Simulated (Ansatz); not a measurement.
# Ga16N15O: the cost of one run

Method: DFT, PBE, plane-wave PAW, default files, scalar-relativistic, as far as a step names no other, in Ansatz 0.2.0.

The COD entry's cell or inner coordinates are ideal or old and differ from later refinements, so a difference from it is no clean test against experiment.

## 1. Starting point

It takes space group P3m1 (No. 156, trigonal). The conventional cell has a = 6.360 Å, b = 6.360 Å, c = 10.332 Å, α = 90.00°, β = 90.00°, γ = 120.00°. Ga (site symmetry 3m) is surrounded by 1 O at 1.94 Å and 3 N at 1.95 Å. Around Ga (site symmetry 3m) lie 4 N at 1.94 to 1.95 Å. Ga (site symmetry m) has 4 N at 1.94 to 1.95 Å as nearest neighbours. Ga (site symmetry m) is surrounded by 3 N at 1.94 to 1.95 Å and 1 O at 1.95 Å. Only part of the 16 independent sites is listed.

Coordinates:

```cif
data_structure
_symmetry_space_group_name_H-M 'P3m1'
_symmetry_Int_Tables_number 156
_cell_length_a 6.3600
_cell_length_b 6.3600
_cell_length_c 10.3320
_cell_angle_alpha 90.000
_cell_angle_beta 90.000
_cell_angle_gamma 120.000
_cell_volume 361.93
loop_
_atom_site_label
_atom_site_type_symbol
_atom_site_symmetry_multiplicity
_atom_site_Wyckoff_symbol
_atom_site_fract_x
_atom_site_fract_y
_atom_site_fract_z
_atom_site_occupancy
Ga1 Ga 1 a 0.00000 0.00000 0.00000 1
Ga2 Ga 1 a 0.00000 0.00000 0.50000 1
Ga3 Ga 3 d 0.00000 0.50000 0.00000 1
Ga4 Ga 3 d 0.00000 0.50000 0.50000 1
Ga5 Ga 3 d 0.16667 0.83333 0.25000 1
Ga6 Ga 3 d 0.16667 0.83333 0.75000 1
Ga7 Ga 1 c 0.66667 0.33333 0.25000 1
Ga8 Ga 1 c 0.66667 0.33333 0.75000 1
O1 O 1 a 0.00000 0.00000 0.18750 1
N1 N 1 a 0.00000 0.00000 0.68750 1
N2 N 3 d 0.00000 0.50000 0.18750 1
N3 N 3 d 0.00000 0.50000 0.68750 1
N4 N 3 d 0.16667 0.83333 0.43750 1
N5 N 3 d 0.16667 0.83333 0.93750 1
N6 N 1 c 0.66667 0.33333 0.43750 1
N7 N 1 c 0.66667 0.33333 0.93750 1
```

Atom 17 of the input is the impurity.

## 2. Single point at the given positions

input.yaml

```yaml
crystal:
  lattice:
    - [6.36, 0.0, 0.0]
    - [-3.18, 5.507921568, 0.0]
    - [0.0, 0.0, 10.332]
  atoms:
    - { symbol: Ga, position: [0.1666666666, 0.3333333334, 0.0] }
    - { symbol: Ga, position: [0.1666666666, 0.3333333334, 0.5] }
    - { symbol: Ga, position: [0.1666666666, 0.8333333334, 0.0] }
    - { symbol: Ga, position: [0.1666666666, 0.8333333334, 0.5] }
    - { symbol: Ga, position: [0.6666666666, 0.3333333334, 0.0] }
    - { symbol: Ga, position: [0.6666666666, 0.3333333334, 0.5] }
    - { symbol: Ga, position: [0.6666666666, 0.8333333334, 0.0] }
    - { symbol: Ga, position: [0.6666666666, 0.8333333334, 0.5] }
    - { symbol: Ga, position: [0.3333333334, 0.1666666666, 0.25] }
    - { symbol: Ga, position: [0.3333333334, 0.1666666666, 0.75] }
    - { symbol: Ga, position: [0.3333333334, 0.6666666666, 0.25] }
    - { symbol: Ga, position: [0.3333333334, 0.6666666666, 0.75] }
    - { symbol: Ga, position: [0.8333333334, 0.1666666666, 0.25] }
    - { symbol: Ga, position: [0.8333333334, 0.1666666666, 0.75] }
    - { symbol: Ga, position: [0.8333333334, 0.6666666666, 0.25] }
    - { symbol: Ga, position: [0.8333333334, 0.6666666666, 0.75] }
    - { symbol: O, position: [0.1666666666, 0.3333333334, 0.1875], spin: 1.0 }
    - { symbol: "N", position: [0.1666666666, 0.3333333334, 0.6875] }
    - { symbol: "N", position: [0.1666666666, 0.8333333334, 0.1875] }
    - { symbol: "N", position: [0.1666666666, 0.8333333334, 0.6875] }
    - { symbol: "N", position: [0.6666666666, 0.3333333334, 0.1875] }
    - { symbol: "N", position: [0.6666666666, 0.3333333334, 0.6875] }
    - { symbol: "N", position: [0.6666666666, 0.8333333334, 0.1875] }
    - { symbol: "N", position: [0.6666666666, 0.8333333334, 0.6875] }
    - { symbol: "N", position: [0.3333333334, 0.1666666666, 0.4375] }
    - { symbol: "N", position: [0.3333333334, 0.1666666666, 0.9375] }
    - { symbol: "N", position: [0.3333333334, 0.6666666666, 0.4375] }
    - { symbol: "N", position: [0.3333333334, 0.6666666666, 0.9375] }
    - { symbol: "N", position: [0.8333333334, 0.1666666666, 0.4375] }
    - { symbol: "N", position: [0.8333333334, 0.1666666666, 0.9375] }
    - { symbol: "N", position: [0.8333333334, 0.6666666666, 0.4375] }
    - { symbol: "N", position: [0.8333333334, 0.6666666666, 0.9375] }
magnetization:
  spin_polarized: true
kpoints:
  mp_grid: { grid: [4, 4, 2] }
scf:
  occupations: { method: fermi_dirac, width: 0.01 }
hamiltonian:
  xc: pbe
  pseudopotentials: { kind: paw }
output:
  forces: true
  stress: true
  populations: true
  efg:
    quadrupole_moments_barn: { Ga: 0.107, O: -0.02558, "N": 0.02044 }
    contact_densities: true
  write_density: true
  write_potential: true
  elf: true
  volumetric_format: npy
```

Launch:

```sh
$ ansatz run input.yaml --threads 4 --pin off --max-ram 8192MiB --backend cpu --events-out ev --progress --plain --runs-dir out
```

**Question.** How long does this run take on 4 threads of Arm Neoverse V1, shared host, and how much memory does it need?

About 71 s, with a peak of 1.9 GiB.
